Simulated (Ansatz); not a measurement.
# C₂H₁₁BO₂Si: how energies converge with the basis set

One table from this session's results is given with a row withheld; the runs are named, their logs left out.

Computed with Ansatz 0.2.0, Gaussian basis. Level: one geometry, several basis sets.

Levels to be run: PBE0-D4/def2-SVP; ωB97M-V/def2-SVP; PBE0-D4/def2-QZVPP; ωB97M-V/def2-QZVPP; the functionals' def2-TZVPP values are taken from earlier runs.

### The relaxed structure

All runs share one geometry, relaxed beforehand with PBE0-D4 in a triple-zeta def2 set.

17 atoms, charge 0, spin multiplicity 1.

Atoms are counted from 1 here; the program's logs count them from 0.

Bond lengths: C1–B2 1.568 Å, C1–H7 1.092 Å, C1–H8 1.094 Å, C1–H9 1.096 Å, B2–C3 1.575 Å, B2–O4 1.368 Å, C3–H10 1.093 Å, C3–H11 1.095 Å, C3–H12 1.097 Å, O4–H13 0.961 Å, O5–Si6 1.654 Å, O5–H14 0.958 Å, Si6–H15 1.491 Å, Si6–H16 1.488 Å, Si6–H17 1.477 Å. Angles: B2–C1–H7 113.0°, B2–C1–H8 111.7°, B2–C1–H9 108.8°, H7–C1–H8 108.8°, H7–C1–H9 108.0°, H8–C1–H9 106.1°, C1–B2–C3 122.2°, C1–B2–O4 116.9°, C3–B2–O4 120.8°, B2–C3–H10 111.4°, B2–C3–H11 114.2°, B2–C3–H12 109.3°, H10–C3–H11 108.3°, H10–C3–H12 106.1°, H11–C3–H12 107.2°, B2–O4–H13 112.7°, Si6–O5–H14 117.2°, O5–Si6–H15 110.0° and more.

The first run:

Contents of in.yaml:

```yaml
crystal:
  periodic: [false, false, false]
  atoms:
    - {symbol: C, position_ang: [0.637545, -1.869573, -0.031022]}
    - {symbol: B, position_ang: [0.310505, -0.621990, -0.922465]}
    - {symbol: C, position_ang: [1.438225, 0.293614, -1.531936]}
    - {symbol: O, position_ang: [-1.009101, -0.386041, -1.196886]}
    - {symbol: O, position_ang: [-0.020165, 1.126012, 1.423453]}
    - {symbol: Si, position_ang: [-1.651631, 1.038449, 1.683028]}
    - {symbol: H, position_ang: [-0.230709, -2.506542, 0.147437]}
    - {symbol: H, position_ang: [1.438734, -2.477384, -0.462759]}
    - {symbol: H, position_ang: [1.008836, -1.522252, 0.939573]}
    - {symbol: H, position_ang: [2.238864, 0.474783, -0.810147]}
    - {symbol: H, position_ang: [1.081236, 1.261387, -1.898288]}
    - {symbol: H, position_ang: [1.905075, -0.221998, -2.380148]}
    - {symbol: H, position_ang: [-1.140969, 0.396699, -1.737817]}
    - {symbol: H, position_ang: [0.389705, 1.988468, 1.496330]}
    - {symbol: H, position_ang: [-2.003715, 1.733410, 2.953731]}
    - {symbol: H, position_ang: [-2.420830, 1.688539, 0.587879]}
    - {symbol: H, position_ang: [-1.990703, -0.395981, 1.780334]}
basis:
  gaussian: {orbitals: def2-SVP}
hamiltonian: {xc: pbe0, dispersion: d4}
output: {orbitals: {seedname: orbitals}}
```

Launch:

```
> ansatz run in.yaml --threads 4 --pin off --events-out ev --progress --plain --max-ram 11315MiB
```

Among the steps run: PBE0-D4 in def2-SVP; ωB97M-V in def2-SVP; PBE0-D4 in def2-QZVPP; ωB97M-V in def2-QZVPP.

One table of the session follows, with a row left open; its other results are not shown here.

It belongs to the step «Functionals by basis». 

| functional | basis | HOMO (eV) | LUMO (eV) |
| --- | --- | --- | --- |
| PBE0-D4 | def2-SVP | -8.11 | 0.55 |
| PBE0-D4 | def2-TZVPP | -8.24 | -0.04 |
| PBE0-D4 | def2-QZVPP | ? | ? |
| ωB97M-V | def2-SVP | -10.44 | 2.32 |
| ωB97M-V | def2-TZVPP | -10.58 | 1.49 |
| ωB97M-V | def2-QZVPP | -10.60 | 1.03 |

**Question.** Estimate the row for PBE0-D4, def2-QZVPP.

The run gave: HOMO (eV): -8.26; LUMO (eV): -0.27. In the column «HOMO (eV)» it lies between ωB97M-V, def2-SVP (-10.44) and PBE0-D4, def2-TZVPP (-8.24).
